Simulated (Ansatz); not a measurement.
This script makes a comparison of functionals at one structure of MnO, space group P6_3mc with Ansatz 0.2.0 through its Python package.

`mno.py`:
```python
'''One structure of MnO under several functionals.'''

import ansatz


def main() -> None:
    lattice = ansatz.Lattice.of(
        (3.3717, 0.0, 0.0),
        (-1.68585, 2.91998, 0.0),
        (0.0, 0.0, 5.3855),
    )
    sites = [
        ('Mn', (1 / 3, 2 / 3, 0.01096), 4),
        ('Mn', (2 / 3, 1 / 3, 0.51096), -4),
        ('O', (1 / 3, 2 / 3, 0.37547), 0.0),
        ('O', (2 / 3, 1 / 3, 0.87547), 0.0),
    ]
    cell = ansatz.Crystal(lattice=lattice)
    for symbol, position, moment in sites:
        cell = cell.atom(symbol, position, moment=moment or None)

    job = (
        cell.calculation()
        .pseudopotentials('paw')
        .accuracy('low')
        .kpoints(6, 6, 4)
        .occupations(ansatz.OccupationsMethod.GAUSSIAN, width=0.15)
        .spin('collinear')
        .mixing('anderson', ndim=4, beta=0.6)
        .scf(extra_bands=4)
        .forces()
        .stress()
    )

    rows = []
    for value in ['blyp', 'r2scan', 'lda']:
        rep = job.functional(value).run().report
        rows.append((value, rep['free_energy_ev'] / len(rep['lattice']['sites']), rep['n_iterations'], sum(rep['stress_gpa'][i][i] for i in range(3)) / 3, max(abs(f) for row in rep['forces_ev_ang'] for f in row), rep['magnetization_mub'], rep['n_kpoints']))

    print('  functional   F/atom (eV)    iterations       P (GPa)  max component (eV/A)  moment (muB)      k-points')
    for row in rows:
        print(f'{str(row[0]):>12s}  {row[1]:12.5f}  {row[2]:12d}  {row[3]:12.3f}  {row[4]:20.4f}  {row[5]:12.3f}  {row[6]:12d}')


if __name__ == '__main__':
    main()
```

Rank the functionals by the pressure that they give at this structure. What does the order say about their lattices?

From lowest to highest: LDA (-11.4 GPa), r2SCAN (-0.9 GPa) and BLYP (3.3 GPa). At a fixed cell a lower pressure usually means a smaller equilibrium volume, so LDA prefers the smallest cell and BLYP the largest.

What the script printed:

```console
$ python mno.py
DeckWarning: basis.ecutwfc = 420 eV, auto-derived from the records' recommended cutoffs: set by Mn (normal level)
DeckWarning: basis.ecutwfc = 500 eV, auto-derived from the records' recommended cutoffs: set by Mn (their level for a meta-GGA)
  functional   F/atom (eV)    iterations       P (GPa)  max component (eV/A)  moment (muB)      k-points
        blyp   -2237.98788            14         3.258                0.0677         0.000            24
      r2scan   -2236.84840            12        -0.901                0.3114        -0.000            24
         lda   -2198.02516            12       -11.439                0.0816         0.000            24
```
(Warnings from the package without file and line.)

Caveats:
- The magnetic order follows from the starting moments and needn't be the lowest.
- BLYP can be off by several per cent in the lattices of metals, and by several GPa in the pressure at a fixed cell.
- The overall sign of a collinear moment is arbitrary, and semilocal functionals can give small moments to compounds that are paramagnetic.
- Pressure is positive in compression.
- Without a Hubbard U or exact exchange, semilocal functionals often make such 3d compounds metallic or too weakly gapped.
- r2SCAN tends to overestimate the moments of itinerant magnets.
- The starting cell is as deposited in a crystallographic database; the results hold for this polymorph, which needn't be the stable one.
- Total energies of different functionals can't be compared; pressures, moments and gaps at this one structure can.
- Hardware and time: 34 s on 1 thread of Arm Neoverse V2, on a shared host, peak memory 0.46 GiB.
